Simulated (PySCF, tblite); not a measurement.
# C₅H₄F₄O: geometry, infrared bands and NMR shifts

Wanted: the infrared bands and NMR shifts of C₅H₄F₄O (`FC(F)(F)[C@]1(F)C=COC1`), by calculation.

Programs: tblite 0.8.0 and PySCF 2.14.0, with density-fitted response routines of our own. Each step states its level of theory. These are calculated values for one molecule in the gas phase, unless marked as measured. Atoms are numbered from 0 throughout.

### Step 1. The molecule as given

14 atoms, charge 0, multiplicity 1; geometry from: force field or distance geometry start.

Bonds of the start (Å): F0–C1 1.35, C1–F2 1.41, C1–F3 1.40, C1–C4 1.48, C4–F5 1.37, C4–C6 1.50, C6–C7 1.33, C7–O8 1.38, O8–C9 1.43, C9–C4 1.51, C6–H10 1.10, C7–H11 1.12, C9–H12 1.09, C9–H13 1.13.

### Step 2. Optimising the geometry with GFN2-xTB

Job settings and geometry (Å):

```
{"job": {"kind": "relax", "xc": "GFN2-xTB", "basis": "xTB"}, "charge": 0, "multiplicity": 1}
F      1.501000     0.012700    -1.838900
C      1.602600    -0.051600    -0.493100
F      2.271700    -1.246000    -0.169400
F      2.439300     0.999000    -0.098200
C      0.370400     0.008500     0.319900
F      0.669600    -0.077400     1.656500
C     -0.622900    -1.083200     0.044600
C     -1.843300    -0.612500     0.311000
O     -1.699600     0.702000     0.719300
C     -0.522200     1.208800     0.090500
H     -0.402200    -2.106300    -0.299700
H     -2.790300    -1.192600     0.207300
H     -0.160300     2.142200     0.529000
H     -0.814600     1.295900    -1.000900
```

Command:

```
OMP_NUM_THREADS=1 python probes_run.py task.json out
```

This one command runs all jobs of the session in turn.

**Question.** This job is followed by: GFN2-xTB harmonic vibrations, gas phase; GIAO PBE0/pcSseg-1 NMR shielding, non-relativistic, gas phase. Predict these results of the whole session: strongest single infrared mode (GFN2-xTB); zero-point energy (GFN2-xTB); ¹³C shifts against TMS (PBE0/pcSseg-1); ¹H shifts against TMS (PBE0/pcSseg-1); ¹⁹F shifts against CFCl3 (PBE0/pcSseg-1, means over atoms taken as alike); ¹⁷O shifts against H2O (PBE0/pcSseg-1); surface potential, 1st and 99th percentile.

The runs gave:

| quantity | value |
| --- | --- |
| strongest single infrared mode (GFN2-xTB) | 1080 cm⁻¹, 325 km/mol |
| zero-point energy (GFN2-xTB) | 53.7 kcal/mol |
| ¹³C shifts against TMS (PBE0/pcSseg-1) | 164.6, 132.9, 108.8, 102.7, 78.5 ppm |
| ¹H shifts against TMS (PBE0/pcSseg-1) | 6.83, 5.49, 4.81, 4.77 ppm |
| ¹⁹F shifts against CFCl3 (PBE0/pcSseg-1, means over atoms taken as alike) | -94.4, -168.7 ppm |
| ¹⁷O shifts against H2O (PBE0/pcSseg-1) | 144.5 ppm |
| surface potential, 1st and 99th percentile | -0.80 V and 1.45 V |

The optimisation took 74 steps and gained 1.060 eV; among the close pairs (by a distance rule), C1–F2 changed most, from 1.407 to 1.332 Å. All 36 modes are real, so the xTB geometry is a minimum. The strongest single mode, at 1080 cm⁻¹, moves mainly C1. Unscaled tight-binding wavenumbers are off by several per cent, some by more. Its intensities can rank the bands wrongly. C7 (alkene carbon bearing oxygen) lies farthest downfield among carbon, at 164.6 ppm; an sp2 carbon further deshielded by the attached heteroatom. H11 (hydrogen on an alkene carbon bearing oxygen) lies farthest downfield among hydrogen, at 6.83 ppm; olefinic region.
